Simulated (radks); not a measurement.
# Cd³⁺ in [Kr] 4d9: an all-electron calculation

One table from this session's results is given with a row withheld; the runs are named, their logs left out.

The numbers are computed with radks (a radial shooting solver on a logarithmic mesh, Libxc functionals) version 1 (Dirac Kohn-Sham, PBE, spin-unpolarised, spherical densities, finite nucleus; open shells fill j = l - 1/2 first), except any that are marked as measured or tabulated.

## The system

```
element            : cadmium (Z = 48)
charge             : +3
electrons          : 45
configuration      : [Kr] 4d9
nuclear rms radius : 4.6087 fm
```

Set-up of the first run:

The run's settings:

```text
Z 48
configuration [Kr] 4d9 5s0 5p0 4f0 5d0
relativity Dirac
functional pbe,pbe
spin unpolarised
j_filling energy
nucleus finite rms 4.6087 fm
c 137.035999084
```

Launch:

```bash
$ python run_ks.py task.json out
```

This one command runs every case of the session in turn.

One table of the session follows, with a row left open; its other results are not shown here.

It belongs to the step «Orbitals and density». Sizes of the orbitals, from the radial functions (bohr):

| level | <r> | outermost maximum (interpolated) | 90 % within | nodes |
| --- | --- | --- | --- | --- |
| 1s1/2 | 0.03040 | 0.0197 | 0.0546 | 0 |
| 2s1/2 | 0.1313 | 0.111 | 0.203 | 1 |
| 2p1/2 | 0.1112 | 0.0860 | 0.182 | 0 |
| 2p3/2 | 0.1164 | 0.0903 | 0.189 | 0 |
| 3s1/2 | 0.3580 | 0.324 | 0.527 | 2 |
| 3p1/2 | 0.3494 | 0.310 | 0.526 | 1 |
| 3p3/2 | 0.3604 | 0.320 | 0.542 | 1 |
| 3d3/2 | 0.3326 | 0.264 | 0.526 | 0 |
| 3d5/2 | 0.3361 | 0.267 | 0.531 | 0 |
| 4s1/2 | 0.8759 | 0.795 | 1.27 | 3 |
| 4p1/2 | 0.9324 | 0.828 | 1.37 | 2 |
| 4p3/2 | 0.9619 | 0.852 | 1.42 | 2 |
| 4d3/2 | 1.190 | 0.963 | 1.85 | 1 |
| 4d5/2 | 1.203 | 0.973 | 1.87 | 1 |
| 5s1/2 | 2.276 | 2.04 | 3.27 | 4 |
| 5p1/2 | 2.616 | 2.34 | 3.78 | 3 |
| 5p3/2 | ? | ? | ? | ? |

**Question.** Estimate the row for 5p3/2.

**Answer.** <r>: 2.683; outermost maximum (interpolated): 2.40; 90 % within: 3.87; nodes: 3. In the column «<r>» it is the highest.

Caveats from the session: Spin polarisation and multiplet splitting are left out.
